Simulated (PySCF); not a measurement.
# C (triplet) at other levels of theory

Aim: see what other levels and later steps give for C (triplet).

The runs use PySCF 2.14.0; each script names its method and basis.

1 further run of the same task is left out (it didn't finish).

## 1. The atom

C (triplet): 1 atom, charge 0, spin multiplicity 3.

## 2. The base run

input.py

```python
from pyscf import gto, dft

mol = gto.M(
    atom='C 0 0 0',
    basis='x2c-svpall',
    charge=0,
    spin=2,
    verbose=4,
)
mf = dft.UKS(mol, xc='wb97x')
mf = mf.sfx2c1e()
mf.kernel()
mf.stability(internal=True, external=True)
mf.dip_moment()
print('orbital energies (hartree):', [e[max(0, n-3):n+3].round(4) for e, n in zip(mf.mo_energy, mol.nelec)])
```

Run with:

```
$ OMP_NUM_THREADS=1 python input.py
```

## 3. CISD (UHF)

Variant 1 changes step after the SCF: stability → cisd; SCF type: UKS → UHF; functional: wb97x → none (Hartree–Fock).

input.py

```python
from pyscf import gto, scf, ci

mol = gto.M(
    atom='C 0 0 0',
    basis='x2c-svpall',
    charge=0,
    spin=2,
    verbose=4,
)
mf = scf.UHF(mol)
mf = mf.sfx2c1e()
mf.kernel()
ci.CISD(mf).kernel()
mf.dip_moment()
print('orbital energies (hartree):', [e[max(0, n-3):n+3].round(4) for e, n in zip(mf.mo_energy, mol.nelec)])
```

## 4. X3lyp

Variant 2 changes functional: wb97x → x3lyp.

Edit input.py of step 2 so:

```diff
@@ -9,3 +9,3 @@
 )
-mf = dft.UKS(mol, xc='wb97x')
+mf = dft.UKS(mol, xc='x3lyp')
 mf = mf.sfx2c1e()
```

## 5. FCI (UHF)

Variant 3 changes step after the SCF: stability → fci; SCF type: UKS → UHF; functional: wb97x → none (Hartree–Fock).

input.py

```python
from pyscf import gto, scf, fci

mol = gto.M(
    atom='C 0 0 0',
    basis='x2c-svpall',
    charge=0,
    spin=2,
    verbose=4,
)
mf = scf.UHF(mol)
mf = mf.sfx2c1e()
mf.kernel()
print('E(FCI) =', fci.FCI(mf).kernel()[0])
mf.dip_moment()
print('orbital energies (hartree):', [e[max(0, n-3):n+3].round(4) for e, n in zip(mf.mo_energy, mol.nelec)])
```

## 6. B3lyp

Variant 4 changes functional: wb97x → b3lyp.

Edit input.py of step 2 so:

```diff
@@ -9,3 +9,3 @@
 )
-mf = dft.UKS(mol, xc='wb97x')
+mf = dft.UKS(mol, xc='b3lyp')
 mf = mf.sfx2c1e()
```

## 7. Lda,vwn

Variant 5 changes functional: wb97x → lda,vwn.

Edit input.py of step 2 so:

```diff
@@ -9,3 +9,3 @@
 )
-mf = dft.UKS(mol, xc='wb97x')
+mf = dft.UKS(mol, xc='lda,vwn')
 mf = mf.sfx2c1e()
```

## 8. Revpbe

Variant 6 changes functional: wb97x → revpbe.

Edit input.py of step 2 so:

```diff
@@ -9,3 +9,3 @@
 )
-mf = dft.UKS(mol, xc='wb97x')
+mf = dft.UKS(mol, xc='revpbe')
 mf = mf.sfx2c1e()
```

What does the calculation give? Wanted: for each run, E(SCF); from base; gap, α spin; after the SCF.

**Answer**, as computed:

```tsv
run	E(SCF) (hartree)	from base (eV)	cycles	gap, α spin (eV)	after the SCF
base	-37.816994	0	7	8.92	unstable: internal, UHF/UKS -> GHF/GKS
CISD (UHF)	-37.660025	not comparable	7	13.04	CISD correlation -1.911 eV
x3lyp	-37.811413	not comparable	6	3.31	unstable: UHF/UKS -> GHF/GKS
FCI (UHF)	-37.660025	not comparable	7	13.04	FCI correlation -1.958 eV
b3lyp	-37.829277	not comparable	6	3.09	unstable: UHF/UKS -> GHF/GKS
lda,vwn	-37.436238	not comparable	6	0.05	unstable: UHF/UKS -> GHF/GKS
revpbe	-37.816358	not comparable	5	0.59	unstable: UHF/UKS -> GHF/GKS
```

The α-spin gap between the frontier levels is 0.1 eV with lda,vwn (0 % exact exchange) and 3.3 eV with x3lyp (22 %): exact exchange opens it. On the same reference and core, FCI gains 1.96 eV in 8.9 s; CISD reaches 98 % of that in 1 s. A lower total energy from another functional means nothing by itself. The dearest run is “FCI (UHF)”, at 8.9 s against 2.1 s.
